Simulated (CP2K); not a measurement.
# GaF: relaxation of cell and atoms with PBE

Crystal: GaF.

```xyz
2
Lattice="4.0252 0.0000 0.0000 2.0126 3.4859 0.0000 2.0126 1.1620 3.2866" Properties=species:S:1:pos:R:3 pbc="T T T"
Ga    2.0126    1.1620    0.8216
F     0.0000    0.0000    0.0000
```

The cell was built by a generator and needn't be a form met in nature.

| Quantity | Value |
| --- | --- |
| Program | CP2K 2026.2 |
| Task | relaxation of cell and atoms |
| Functional | PBE |
| Potentials or basis | POTENTIAL_UZH Ga GTH-PBE-q13, F GTH-PBE-q7; DZVP-MOLOPT-PBE-GTH basis |
| Density cutoff | 10204 eV |
| k mesh | 6 × 6 × 6 |
| Occupations | fermi-dirac, width 0.05 eV |
| Spin | no spin polarisation |
| SCF solver | diagonalisation with k points |
| Quickstep method | GPW |
| EPS_DEFAULT | 1.0E-9 |
| EPS_SCF | 1.0E-6 |
| MAX_SCF | 100 |
| SCF_GUESS | ATOMIC |
| Mesh centred on Gamma | yes |
| CHOLESKY | OFF |
| EPS_EIGVAL | 1.0E-7 |
| MIXING METHOD | BROYDEN_MIXING |
| MIXING ALPHA | 0.4 |
| NBUFFER | 8 |
| NGRIDS | 4 |
| EXTRAPOLATION | USE_PREV_P |
| Basis sets | Ga DZVP-MOLOPT-PBE-GTH-q13, F DZVP-MOLOPT-PBE-GTH-q7 |
| Potentials | Ga GTH-PBE-q13 of POTENTIAL_UZH, F GTH-PBE-q7 of POTENTIAL_UZH |
| ADDED_MOS | [10] |
| Optimiser | BFGS |
| Most steps | 40 |
| KEEP_SPACE_GROUP | yes |
| Force threshold (eV/A) | 0.05 eV/Å |
| PRESSURE_TOLERANCE (bar) | 300 bar |
| Target pressure (GPa) | 0 GPa |
| REL_CUTOFF (Ry) | 60 Ry |
| MIXING BETA (1/bohr) | 1.5 1/bohr |
| CUTOFF of the grids | 750 Ry |

The relaxed volume is 23.13 Å³/atom and the relaxed cell is a = 4.029 Å, b = 4.029 Å, c = 4.029 Å, α = 60.04°, β = 60.03°, γ = 60.03°. The space group after relaxing (to 0.05 Å) is F-43m (No. 216) and the energy gained by relaxing is 0.0 meV/atom. The ionic steps are 4 and the pressure after relaxing is 0.0 GPa. The band gap on the k mesh is 2.31 eV, direct and the mulliken charges are Ga +0.55; F -0.55 e. The hirshfeld charges are Ga +0.32; F -0.32 e.

Final structure:
```
Ga F
1.0
     4.02860    0.00000    0.00000
     2.01260    3.48986    0.00000
     2.01260    1.16197    3.29073
Ga F
1 1
Direct
  0.25000 0.25000 0.25000
  0.00000 0.00000 0.00000
```

Levels at points of the mesh, in eV from the valence-band top:
| k point | band 6 | band 7 | band 8 | band 9 | band 10 | band 11 | band 12 | band 13 | band 14 | band 15 |
| --- | --- | --- | --- | --- | --- | --- | --- | --- | --- | --- |
| (0.00, 0.00, 0.00) | -13.39 | -3.93 | -3.20 | -3.20 | -3.20 | 6.54 | 6.54 | 6.55 | 16.91 | 16.91 |
| (0.00, 0.00, 0.50) | -13.37 | -5.11 | -3.35 | -3.35 | -1.04 | 2.81 | 6.50 | 6.50 | 15.35 | 15.41 |
| (0.00, 0.50, 0.00) | -13.37 | -5.11 | -3.35 | -3.35 | -1.04 | 2.81 | 6.50 | 6.50 | 15.35 | 15.41 |
| (0.00, 0.50, 0.50) | -13.38 | -5.04 | -3.61 | -3.61 | 0.00 | 2.31 | 6.12 | 6.13 | 11.15 | 13.90 |
| (0.50, 0.00, 0.00) | -13.37 | -5.11 | -3.35 | -3.35 | -1.04 | 2.81 | 6.50 | 6.51 | 15.35 | 15.41 |
| (0.50, 0.00, 0.50) | -13.38 | -5.04 | -3.61 | -3.61 | 0.00 | 2.31 | 6.12 | 6.13 | 11.15 | 13.90 |
| (0.50, 0.50, 0.00) | -13.38 | -5.04 | -3.61 | -3.61 | 0.00 | 2.31 | 6.12 | 6.13 | 11.15 | 13.90 |
| (0.50, 0.50, 0.50) | -13.37 | -5.11 | -3.35 | -3.35 | -1.03 | 2.81 | 6.50 | 6.50 | 15.35 | 15.41 |

It took 64 s on 1 thread of Arm Neoverse V2, on a shared host, peak memory 0.44 GiB.

Caveat: Mulliken charges move with the basis; the basis of atomic orbitals isn't converged, which shifts pressures, moduli and gaps. A k mesh can miss the band edges.
